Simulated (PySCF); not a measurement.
# CoH2: spin, charge, geometry and surroundings

How does CoH2 answer to another spin, charge, distance or environment?

Computed with PySCF 2.14.0. Level: method and basis as typed in the scripts.

5 further runs of the same task are left out: 5 that didn't finish.

**1. Where the work starts**

CoH2: 3 atoms, charge 0, spin multiplicity 2.

Bond lengths: Co1–H2 1.476 Å, Co1–H3 1.476 Å. Angles: H2–Co1–H3 94.4°.

**2. Base script**

input.py reads:

```python
from pyscf import gto, scf

mol = gto.M(
    atom='Co 0 0 -0.0332; H 1.083 0 0.9701; H -1.083 0 0.9701',
    basis='6-31g',
    charge=0,
    spin=1,
    verbose=4,
)
mf = scf.UHF(mol)
mf.level_shift = 0.3
mf.kernel()
mf.stability(internal=True, external=True)
mf.dip_moment()
print('orbital energies (hartree):', [e[max(0, n-3):n+3].round(4) for e, n in zip(mf.mo_energy, mol.nelec)])
```

On the command line:

```
> OMP_NUM_THREADS=1 python input.py
```

Its log is not repeated here.

Base result: E(SCF) = -1382.145378 Eh, ⟨S²⟩ = 0.784, μ = 5.20 D, internal unstable; real -> complex unstable; UHF/UKS -> GHF/GKS unstable.

No search for the lowest state was made; open d or f shells can end in a higher solution. A lower solution of the same kind exists, so this energy is an upper bound.

**3. Electric field -0.01 a.u.**

Run 1 changes electric field: none → -0.01 a.u.

input.py reads:

```python
from pyscf import gto, scf

mol = gto.M(
    atom='Co 0 0 -0.0332; H 1.083 0 0.9701; H -1.083 0 0.9701',
    basis='6-31g',
    charge=0,
    spin=1,
    verbose=4,
)
mf = scf.UHF(mol)
field = -0.01  # electric field along z, atomic units
h = mf.get_hcore() + field*mol.intor('int1e_r')[2]
mf.get_hcore = lambda *args: h
e_nuc = mol.energy_nuc() - field*mol.atom_charges() @ mol.atom_coords()[:, 2]
mf.energy_nuc = lambda *args: e_nuc
mf.level_shift = 0.3
mf.kernel()
mf.stability(internal=True, external=True)
mf.dip_moment()
print('orbital energies (hartree):', [e[max(0, n-3):n+3].round(4) for e, n in zip(mf.mo_energy, mol.nelec)])
```

On the command line:

```
> OMP_NUM_THREADS=1 python input.py
```

**4. Coordinates × 4**

Run 2 changes geometry: coordinates × 1 → coordinates × 4.

Changes to input.py since step 2:

```diff
@@ -3,3 +3,3 @@
 mol = gto.M(
-    atom='Co 0 0 -0.0332; H 1.083 0 0.9701; H -1.083 0 0.9701',
+    atom='Co 0 0 -0.1328; H 4.332 0 3.8804; H -4.332 0 3.8804',
     basis='6-31g',
```

Before running it: what results should come out? Wanted: for each run, E(SCF); from base; gap, α spin; SCF dipole; after the SCF.

As calculated:

```csv
run,E(SCF) (hartree),from base (eV),cycles,"gap, α spin (eV)",SCF dipole (D),after the SCF
base,-1382.145378,0,19,10.41,5.20,"unstable: internal, real -> complex, UHF/UKS -> GHF/GKS"
electric field -0.01 a.u.,-1382.167179,-0.5932,19,11.12,5.86,"unstable: internal, real -> complex, UHF/UKS -> GHF/GKS"
coordinates × 4 (poor choice),-1382.109507,+0.9761,41,8.30,0.01,"unstable: internal, real -> complex, UHF/UKS -> GHF/GKS"
```

**Reading.** The largest comparable shift of the SCF energy, +0.976 eV, comes with the run “coordinates × 4”. With coordinates × 4 the frontier gap moves by over 1.5 eV, which can mean another electronic state rather than the bond length alone. Rows marked «poor choice» come from settings spoiled on purpose.
